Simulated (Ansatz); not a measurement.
# GeH₂Br (doublet): wave-function methods side by side, cc-pVTZ

The task here is to estimate one member of a computed series from the others.

Program: Ansatz 0.2.0, Gaussian basis. Level of theory: cc-pVTZ, core rule «outside noble gas», up to 28 orbitals frozen. These are calculated values, not measurements.

The runs, in order: UHF; CCSD(T) on ROHF; CCSD(T) on UHF; BCCD(T) on ROHF; CCSDT(Q) on ROHF; CCSDT(Q) on UHF; CASSCF and NEVPT2, 13 electrons in 10 orbitals.

8 further runs of the same task are left out: 2 for a known fault of the program, 1 that didn't finish, 5 set aside as unsound or not needed.

## What is computed

The geometry is a PBE0/def2-TZVP stationary point (not a proven minimum) of the parent state, kept for this charge and spin. No spin-orbit coupling is included. The filled d shell of Ge, Br may be among the frozen orbitals whatever the setting's name suggests; the logs give the count.

4 atoms, charge 0, spin multiplicity 2.

Atoms are counted from 1 here; the program's logs count them from 0.

Bond lengths: Ge1–Br2 2.790 Å, Ge1–H3 1.574 Å, Ge1–H4 1.646 Å. Angles: Br2–Ge1–H3 155.4°, Br2–Ge1–H4 44.3°, H3–Ge1–H4 111.1°.

Set-up of the first run:

Contents of in.yaml:

```yaml
crystal:
  periodic: [false, false, false]
  atoms:
    - {symbol: Ge, position_ang: [-0.000002, 0.461112, 0.627548]}
    - {symbol: Br, position_ang: [-0.000001, 0.417603, -2.162594]}
    - {symbol: H, position_ang: [0.000013, -0.172647, 2.068221]}
    - {symbol: H, position_ang: [-0.000010, -0.706068, -0.533175]}
basis:
  gaussian: {orbitals: cc-pVTZ}
magnetization: {spin_polarized: true, initial_magnetization: 1}
hamiltonian: {xc: hf}
output: {orbitals: {seedname: orbitals}}
```

Launch:

```bash
$ ansatz run in.yaml --threads 1 --pin off --events-out ev --progress --plain --max-ram 4096MiB --backend cpu
```

Steps of the session up to this table: UHF; CCSD(T) on ROHF; CCSD(T) on UHF; BCCD(T) on ROHF; CCSDT(Q) on ROHF; CCSDT(Q) on UHF; CASSCF and NEVPT2, 13 electrons in 10 orbitals.

One of the session's tables, all rows but one given; the rest of the session is left out.

| method | from UCCSDT(Q) (meV) |
| --- | --- |
| ROHF | +8709.7 |
| UHF | +8356.8 |
| RMP2 | +1446.0 |
| UMP2 | +1608.7 |
| RCCSD | +365.2 |
| UCCSD | +384.7 |
| RCCSD(T) | +52.8 |
| UCCSD(T) | ? |
| BCCD(T) | +51.2 |
| RCCSDT | +12.9 |
| UCCSDT | +18.6 |
| RCCSDT(Q) | -2.9 |
| UCCSDT(Q) | 0 |
| CASSCF valence | +7205.6 |
| NEVPT2 valence | +1770.2 |

Estimate the missing values for UCCSD(T).

The run gave: from UCCSDT(Q) (meV): +73.7. In the column «from UCCSDT(Q) (meV)» it lies between RCCSD(T) (+52.8) and RCCSD (+365.2).

Caveats from the session: The determinant is far from a pure spin state, so its energy mixes those of several spin states (harmless only where they are near-degenerate, as at dissociation). Restricted and unrestricted rows rest on different reference determinants; where their highest levels disagree by more than a few hundredths of an eV, they describe different states and don't form one ladder.
